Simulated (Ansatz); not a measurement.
**Sn: a tetragonal deformation path**

An exercise on one series of results from a longer session: the logs are not shown, and one member is left open.

Computed with Ansatz 0.2.0 (DFT PBEsol, scalar-relativistic, plane waves, PAW, unless a step's input says otherwise).

1 further run of the same task is left out (set aside as unsound or not needed).

### The system as given

The structure is tetragonal, space group I4_1/amd (No. 141). The conventional cell has a = 5.880 Å, b = 5.880 Å, c = 3.199 Å, α = 90.00°, β = 90.00°, γ = 90.00°. Sn (site symmetry -4m2) has 6 Sn at 3.05 to 3.20 Å in its first shell of neighbours.

As a file:

```cif
data_structure
_symmetry_space_group_name_H-M 'I4_1/amd:1'
_symmetry_Int_Tables_number 141
_cell_length_a 5.8803
_cell_length_b 5.8803
_cell_length_c 3.1986
_cell_angle_alpha 90.000
_cell_angle_beta 90.000
_cell_angle_gamma 90.000
_cell_volume 110.60
loop_
_atom_site_label
_atom_site_type_symbol
_atom_site_symmetry_multiplicity
_atom_site_Wyckoff_symbol
_atom_site_fract_x
_atom_site_fract_y
_atom_site_fract_z
_atom_site_occupancy
Sn1 Sn 4 a 0.00000 0.50000 0.25000 1
```

It goes back to an entry of the Materials Project.

No relaxation comes first: the listed cell is the starting point.

### Zero of energy

The reference gives a free energy of -11899.5598 eV, pressure -1.47 GPa, largest force 0.000 eV/Å and gap on the mesh none (metal). It was computed beforehand with the settings of the runs below.

The first run:

At fixed volume and fractional coordinates, lengths along (0.000, 0.000, 1.000) are scaled against those across it; ρ is that ratio over its starting value.

input.yaml

```yaml
crystal:
  lattice:
    - [-3.1038098185, 3.1038098185, 1.4350810438]
    - [3.1038098185, -3.1038098185, 1.4350810438]
    - [3.1038098185, 3.1038098185, -1.4350810438]
  atoms:
    - { symbol: Sn, position: [0.75, 0.25, 0.5] }
    - { symbol: Sn, position: [0.0, 0.0, 0.0] }
basis:
  ecutwfc: 420
kpoints:
  mp_grid: { grid: [18, 18, 18] }
hamiltonian:
  xc: pbesol
scf:
  occupations: { method: gaussian, width: 0.15 }
output:
  forces: true
  stress: true
  eigenvalues: true
```

On the command line:

```sh
$ ansatz run input.yaml --threads 1 --pin off --max-ram 2560MiB --backend cpu --events-out ev --progress --plain --runs-dir out
```

Among the steps run: ρ = 0.850; At ρ = 1.200; ρ = 0.920; ρ = 1.100; Point ρ = 0.960; At ρ = 1.050; At ρ = 0.800; Point ρ = 1.300.

One table of the session follows, with a row left open; its other results are not shown here.

It belongs to the step «The scan collected». The scan, with free energies counted from the undisturbed cell:

| ρ | ΔE (meV/atom) | pressure (GPa) |
| --- | --- | --- |
| 0.800 | 227.7 | 3.1 |
| 0.850 | 108.3 | 0.7 |
| 0.920 | 21.2 | -1.0 |
| 0.960 | 4.6 | -1.4 |
| 1.000 | 0.0 | -1.5 |
| 1.050 | 8.3 | -1.2 |
| 1.100 | 28.0 | -0.7 |
| 1.200 | ? | ? |
| 1.300 | 154.0 | 2.7 |

Estimate the missing values for ρ = 1.200.

Worked estimate for «ΔE (meV/atom)». A straight line through the neighbours (1.100, 28.0) and (1.300, 154.0) gives 28.0 + (154.0 − 28.0) × (1.200 − 1.100) / (1.300 − 1.100) = 91.0; a parabola fitted to 3 rows on both sides gives 81.6.

The run gave: ΔE (meV/atom): 86.0; pressure (GPa): 0.8. In «ΔE (meV/atom)» the line misses by +5.0 and the parabola by -4.4.
